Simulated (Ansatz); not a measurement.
**AlBrHS radical: a ladder of functionals and wavefunction methods**

One table from this session's results is given with a row withheld; the runs are named, their logs left out.

The runs use Ansatz 0.2.0, Gaussian basis; functionals in def2-TZVPP, the program's frozen cores in correlated methods.

The runs, in order: LDA (SPW92), PBE-D4, revPBE-D4, BLYP-D4, r2SCAN-D4, B97M-V, PBE0-D4, B3LYP-D4, r2SCANh-D4, r2SCAN0-D4, HSE06-D4, BHLYP-D4, CAM-B3LYP-D4, LC-ωPBE, ωB97X-V, ωB97M-V, B2PLYP, PBE-QIDH; CCSD(T)/def2-SVP; CCSD(T)/def2-TZVPP; MP2/def2-QZVPP; extrapolation to the limit; RPA on PBE.

### The relaxed structure

An earlier PBE0-D4 in a triple-zeta def2 set relaxation fixed the geometry.

SMILES `[SH][Al][Br]`, 4 atoms, charge 0, spin multiplicity 2.

Atoms are counted from 1 here; the program's logs count them from 0.

Bond lengths: S1–Al2 2.193 Å, S1–H4 1.345 Å, Al2–Br3 2.270 Å. Angles: Al2–S1–H4 93.0°, S1–Al2–Br3 115.4°.

Set-up of the first run:

in.yaml

```yaml
crystal:
  periodic: [false, false, false]
  atoms:
    - {symbol: S, position_ang: [0.335008, 1.031959, -0.766838]}
    - {symbol: Al, position_ang: [-0.343194, -0.500034, 0.648832]}
    - {symbol: Br, position_ang: [0.369509, -2.610756, 0.212956]}
    - {symbol: H, position_ang: [-0.305723, 2.018531, -0.115351]}
basis:
  gaussian: {orbitals: def2-TZVPP}
magnetization: {spin_polarized: true, initial_magnetization: 1}
hamiltonian: {xc: lda}
output: {orbitals: {seedname: orbitals}}
```

Steps of the session up to this table: LDA; PBE-D4 (GGA); revPBE-D4 (GGA); BLYP-D4 (GGA); r2SCAN-D4 (meta-GGA); B97M-V (meta-GGA); PBE0-D4 (hybrid); B3LYP-D4 (hybrid); r2SCANh-D4 (hybrid); r2SCAN0-D4 (hybrid); HSE06-D4 (hybrid); BHLYP-D4 (hybrid); CAM-B3LYP-D4 (range-separated); LC-ωPBE-D4 (range-separated; the results give it without D4); ωB97X-V (range-separated); ωB97M-V (range-separated); B2PLYP (double hybrid); PBE-QIDH (double hybrid).

One table of the session follows, with a row left open; its other results are not shown here.

It belongs to the step «Frontier levels by functional». 

| functional | HOMO (eV) | LUMO (eV) | gap (eV) |
| --- | --- | --- | --- |
| LDA (SPW92) | -5.32 | -4.28 | 1.04 |
| PBE-D4 | -5.30 | -3.91 | 1.39 |
| revPBE-D4 | -5.28 | -3.76 | 1.52 |
| BLYP-D4 | -5.08 | -3.93 | 1.16 |
| r2SCAN-D4 | -5.62 | -3.47 | 2.15 |
| B97M-V | -5.28 | -4.15 | 1.13 |
| PBE0-D4 | -6.33 | -3.15 | 3.18 |
| B3LYP-D4 | -6.06 | -3.50 | 2.56 |
| r2SCANh-D4 | ? | ? | ? |
| r2SCAN0-D4 | -6.54 | -2.91 | 3.64 |
| HSE06-D4 | -5.93 | -3.52 | 2.42 |
| BHLYP-D4 | -7.16 | -2.50 | 4.66 |
| CAM-B3LYP-D4 | -7.48 | -2.38 | 5.10 |
| LC-ωPBE | -8.84 | -1.07 | 7.77 |
| ωB97X-V | -8.36 | -1.57 | 6.79 |
| ωB97M-V | -7.96 | -1.73 | 6.23 |

**Question.** Estimate the row for r2SCANh-D4.

Worked estimate for «HOMO (eV)». Against the share of exact exchange, r2SCAN-D4 (0, -5.62), r2SCAN0-D4 (0.25, -6.54) give a slope of -3.68 per unit share; at 0.1 the line stands at -5.99.

As computed: HOMO (eV): -5.99; LUMO (eV): -3.24; gap (eV): 2.75. In «HOMO (eV)» the line misses by 0.00.
